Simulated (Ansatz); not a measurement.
# C₂₆H₁₆F₆: the relaxed shape and its frontier levels

What does C₂₆H₁₆F₆ look like as a singlet, and where do its frontier electrons sit?

Computed with Ansatz 0.2.0, Gaussian basis. Level: RKS PBE0-D4/def2-TZVP.

Levels to be run: relaxation at r2SCAN-D4/def2-SVP; a single point at PBE0-D4/def2-TZVP.

1 further run of the same task is left out (set aside as unsound or not needed).

### 1 The starting structure

SMILES `FC(F)(F)c1ccc(-c2ccc(-c3ccc(-c4ccc(C(F)(F)F)cc4)cc3)cc2)cc1`, 48 atoms, charge 0, spin multiplicity 1.

Atoms are counted from 1 here; the program's logs count them from 0.

Bond lengths: F1–C2 1.342 Å, C2–F3 1.343 Å, C2–F4 1.350 Å, C2–C5 1.501 Å, C5–C6 1.389 Å, C5–C32 1.389 Å, C6–C7 1.381 Å, C6–H33 1.079 Å, C7–C8 1.393 Å, C7–H34 1.080 Å, C8–C9 1.471 Å, C8–C31 1.393 Å, C9–C10 1.392 Å, C9–C30 1.392 Å, C10–C11 1.381 Å, C10–H35 1.080 Å, C11–C12 1.392 Å, C11–H36 1.080 Å and more. Angles: F1–C2–F3 106.4°, F1–C2–F4 105.9°, F1–C2–C5 113.0°, F3–C2–F4 105.9°, F3–C2–C5 113.0°, F4–C2–C5 112.1°, C2–C5–C6 119.8°, C2–C5–C32 119.7°, C6–C5–C32 120.5°, C5–C6–C7 119.6°, C5–C6–H33 119.9°, C7–C6–H33 120.5°, C6–C7–C8 120.6°, C6–C7–H34 119.8°, C8–C7–H34 119.6°, C7–C8–C9 120.4°, C7–C8–C31 119.1°, C9–C8–C31 120.4° and more.

The start is a GFN2-xTB geometry.

### 2 Relaxation at r2SCAN-D4/def2-SVP

The input, in.yaml:

```yaml
crystal:
  periodic: [false, false, false]
  atoms:
    - {symbol: F, position_ang: [9.792720, -0.383360, 1.309840]}
    - {symbol: C, position_ang: [9.271930, -0.265830, 0.078230]}
    - {symbol: F, position_ang: [9.783650, -1.272950, -0.647370]}
    - {symbol: F, position_ang: [9.795320, 0.865890, -0.439140]}
    - {symbol: C, position_ang: [7.771460, -0.245620, 0.075550]}
    - {symbol: C, position_ang: [7.086270, 0.262470, 1.171470]}
    - {symbol: C, position_ang: [5.705770, 0.295830, 1.156750]}
    - {symbol: C, position_ang: [4.997270, -0.152320, 0.044700]}
    - {symbol: C, position_ang: [3.526850, -0.106420, 0.030260]}
    - {symbol: C, position_ang: [2.848170, 0.489210, -1.029400]}
    - {symbol: C, position_ang: [1.468790, 0.551510, -1.030320]}
    - {symbol: C, position_ang: [0.734640, -0.021610, 0.004020]}
    - {symbol: C, position_ang: [-0.734910, 0.022460, -0.007510]}
    - {symbol: C, position_ang: [-1.477430, -1.144180, 0.150170]}
    - {symbol: C, position_ang: [-2.857030, -1.106550, 0.114290]}
    - {symbol: C, position_ang: [-3.526720, 0.105210, -0.031070]}
    - {symbol: C, position_ang: [-4.997060, 0.150260, -0.044410]}
    - {symbol: C, position_ang: [-5.719910, -0.675590, -0.901790]}
    - {symbol: C, position_ang: [-7.099860, -0.626900, -0.927510]}
    - {symbol: C, position_ang: [-7.771480, 0.242830, -0.077850]}
    - {symbol: C, position_ang: [-9.271770, 0.269990, -0.075080]}
    - {symbol: F, position_ang: [-9.773950, 1.459630, 0.291620]}
    - {symbol: F, position_ang: [-9.794830, -0.633300, 0.781240]}
    - {symbol: F, position_ang: [-9.801880, -0.010700, -1.276150]}
    - {symbol: C, position_ang: [-7.064880, 1.059550, 0.795160]}
    - {symbol: C, position_ang: [-5.684530, 1.018970, 0.799620]}
    - {symbol: C, position_ang: [-2.784040, 1.274980, -0.164170]}
    - {symbol: C, position_ang: [-1.404240, 1.231030, -0.176250]}
    - {symbol: C, position_ang: [1.412670, -0.638950, 1.050940]}
    - {symbol: C, position_ang: [2.792860, -0.660020, 1.075770]}
    - {symbol: C, position_ang: [5.698740, -0.644400, -1.053390]}
    - {symbol: C, position_ang: [7.078660, -0.699660, -1.039370]}
    - {symbol: H, position_ang: [7.633740, 0.623240, 2.028320]}
    - {symbol: H, position_ang: [5.169300, 0.692370, 2.005550]}
    - {symbol: H, position_ang: [3.410470, 0.927280, -1.841310]}
    - {symbol: H, position_ang: [0.946740, 1.027480, -1.847820]}
    - {symbol: H, position_ang: [-0.963410, -2.086220, 0.276890]}
    - {symbol: H, position_ang: [-3.424340, -2.019300, 0.222000]}
    - {symbol: H, position_ang: [-5.193400, -1.345630, -1.564770]}
    - {symbol: H, position_ang: [-7.658430, -1.252710, -1.606140]}
    - {symbol: H, position_ang: [-7.595240, 1.723960, 1.459680]}
    - {symbol: H, position_ang: [-5.132320, 1.650700, 1.478790]}
    - {symbol: H, position_ang: [-3.297040, 2.218000, -0.283310]}
    - {symbol: H, position_ang: [-0.833770, 2.140950, -0.293870]}
    - {symbol: H, position_ang: [0.847510, -1.083350, 1.857500]}
    - {symbol: H, position_ang: [3.312290, -1.129380, 1.898350]}
    - {symbol: H, position_ang: [5.155690, -1.001850, -1.915320]}
    - {symbol: H, position_ang: [7.620970, -1.097010, -1.883390]}
basis:
  gaussian: {orbitals: def2-SVP, fitting: {mean_field: def2-universal-jkfit}}
hamiltonian: {xc: r2scan, dispersion: d4}
scf: {lower_state_search: "off"}
output: {orbitals: {seedname: orbitals}}
relax: {f_tol: 0.03, max_steps: 70}
```

Run with:

```
ansatz run in.yaml --threads 2 --pin off --events-out ev --progress --plain --max-ram 32768MiB --backend cuda --devices 0, --max-vram 18GiB
```

After this run come: Single point, PBE0-D4/def2-TZVP.

**Question.** What will the summary of the whole plan be? Wanted: point group; commonest bond, hydrogen aside; HOMO, LUMO at PBE0-D4/def2-TZVP; dipole at r2SCAN-D4/def2-SVP.

**Answer**, as computed:

```
                       quantity                           value
                    point group                              C2
 commonest bond, hydrogen aside  C–C, 29 of mean length 1.416 Å
HOMO, LUMO at PBE0-D4/def2-TZVP                 -6.52, -2.01 eV
   dipole at r2SCAN-D4/def2-SVP                          0.10 D
```

What this shows: The molecule keeps its bonding pattern by the stored test; the atoms moved 0.49 Å (rms). No usable vibrations, so a minimum isn't proven. The point group is read from a loosely relaxed geometry; soft torsions can leave it below the true symmetry.
